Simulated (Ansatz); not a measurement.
# BCNF2 (SMILES N#CB(F)F): BHLYP/6-311+G(d,p)

What is the vertical ionisation energy of BCNF2 at BHLYP/6-311+G**? 

The results are computed with Ansatz 0.2.0.

69 further runs of the same task are left out: 69 set aside as unsound or not needed.

### Step 1. Starting point

BCNF2: 5 atoms, total charge 0, spin state singlet. SMILES: `N#CB(F)F`. The coordinates come from a PBE0-D4/def2-TZVP relaxation.

Bond lengths: N1–C2 1.150 Å, C2–B3 1.543 Å, B3–F4 1.306 Å, B3–F5 1.306 Å. Angles: N1–C2–B3 180.0°, C2–B3–F4 119.9°, C2–B3–F5 119.9°, F4–B3–F5 120.2°.

### Step 2. A single-point energy at BHLYP/6-311+G(d,p)

Contents of in.yaml:

```yaml
crystal:
  periodic: [false, false, false]
  atoms:
    - {symbol: N, position_ang: [-0.715100, 1.789700, 0.801000]}
    - {symbol: C, position_ang: [-0.319400, 0.804800, 0.359300]}
    - {symbol: B, position_ang: [0.212000, -0.517400, -0.233800]}
    - {symbol: F, position_ang: [1.451200, -0.872800, -0.026200]}
    - {symbol: F, position_ang: [-0.578700, -1.277900, -0.941900]}
basis:
  gaussian:
    orbitals: 6-311+G_st__st_.json
magnetization:
  spin_polarized: false
hamiltonian:
  xc: {name: BHLYP}
accuracy: high
output:
  orbitals: {seedname: orbitals}
```

The basis set 6-311+G** is read from a file made from the Basis Set Exchange's data (not shown).

On the command line:

```bash
ansatz run in.yaml --threads 1 --pin off --max-ram 3480MiB --events-out events.jsonl --progress --plain --runs-dir runs
```

Log:

```text
Warning: RAYON_NUM_THREADS=1 ignored (pool sized by the plan → 1); use --threads N
Functional definition: BHLYP
  name "BHLYP"
  parameter a = 0.5
  exchange = (1 - a)*b88_x + a*exact_x
  correlation = lyp_c
1963 factors; integrals over basis functions are off by at most 4.0e-9 eV
mean field evaluation 1: about -8634.1174 eV, gradient 4.8e1 eV
mean field evaluation 2: about -8632.0368 eV, gradient 5.9e1 eV
mean field evaluation 4: about -8638.0218 eV, gradient 3.2e0 eV
mean field evaluation 8: about -8638.4481 eV, gradient 4.8e-1 eV
mean field evaluation 16: about -8638.4486 eV, gradient 1.7e-4 eV
mean field -8638.44856254 eV, -317.4571293226 hartree, gradient 2.2e-8 eV, S^2 0.000000; 0 other end points of the search recorded, 0 dependent functions left out
reference -8638.44859067 eV, -317.4571303564 hartree; 18, 18 occupied and 92, 92 virtual orbitals, 1963 factors
Total energy: -8638.44859067 eV, -317.4571303564 hartree
```

It took 6.9 s on 1 thread of Arm Neoverse V2, shared host; peak memory 0.33 GiB.

### Step 3. The doublet cation

Contents of job.yaml:

```yaml
crystal:
  periodic: [false, false, false]
  atoms:
    - symbol: N
      position_ang: [-0.715100, 1.789700, 0.801000]
    - symbol: C
      position_ang: [-0.319400, 0.804800, 0.359300]
    - symbol: B
      position_ang: [0.212000, -0.517400, -0.233800]
    - symbol: F
      position_ang: [1.451200, -0.872800, -0.026200]
    - symbol: F
      position_ang: [-0.578700, -1.277900, -0.941900]
basis:
  gaussian: {orbitals: 6-311+G_st__st_.json}
total_charge: 1
magnetization: {spin_polarized: true, initial_magnetization: 1}
hamiltonian: {xc: {name: BHLYP}}
accuracy: high
output: {orbitals: {seedname: orbitals}}
```

The basis set 6-311+G** is read from a file made from the Basis Set Exchange's data (not shown).

On the command line:

```bash
ansatz run job.yaml --threads 1 --pin off --max-ram 3480MiB --events-out events.jsonl --progress --plain --runs-dir runs
```

Log:

```text
Warning: RAYON_NUM_THREADS=1 ignored (pool sized by the plan → 1); use --threads N
Functional definition: BHLYP
  name "BHLYP"
  parameter a = 0.5
  exchange = (1 - a)*b88_x + a*exact_x
  correlation = lyp_c
1963 factors; integrals over basis functions are off by at most 4.0e-9 eV
mean field evaluation 1: about -8617.3255 eV, gradient 5.0e1 eV
mean field evaluation 2: about -8598.3037 eV, gradient 8.4e1 eV
mean field evaluation 4: about -8623.9584 eV, gradient 9.3e0 eV
mean field evaluation 8: about -8624.3992 eV, gradient 5.5e-1 eV
mean field evaluation 16: about -8624.4109 eV, gradient 4.5e-2 eV
mean field evaluation 32: about -8624.9031 eV, gradient 3.1e-8 eV
mean field -8624.90308442 eV, -316.9593421832 hartree, gradient 2.3e-8 eV, S^2 0.752331; 4 other end points of the search recorded, 0 dependent functions left out
reference -8624.90311551 eV, -316.9593433257 hartree; 18, 17 occupied and 92, 93 virtual orbitals, 1963 factors
Total energy: -8624.90311551 eV, -316.9593433257 hartree
```

Wall time 32 s (1 thread of Arm Neoverse V2, shared host); peak memory 0.46 GiB.

### Step 4. Results

At BHLYP/6-311+G**:

| quantity | value |
| --- | --- |
| singlet BCNF2: total energy | -317.45713 Eh |
| singlet BCNF2: HOMO energy | -12.08 eV |
| singlet BCNF2: LUMO energy | -1.38 eV |
| singlet BCNF2: HOMO–LUMO gap | 10.70 eV |
| doublet cation: total energy | -316.95934 Eh |
| doublet cation: HOMO energy (highest over α and β) | -21.06 eV |
| doublet cation: LUMO energy (lowest over α and β) | -15.13 eV |
| doublet cation: ⟨S²⟩ | 0.752 |
| vertical ionisation energy (to the doublet cation) | 13.545 eV |

What this shows: The vertical ionisation energy comes to 13.55 eV (312 kcal/mol). The negative HOMO energy of the first species, 12.08 eV, lies 1.47 eV below that difference.
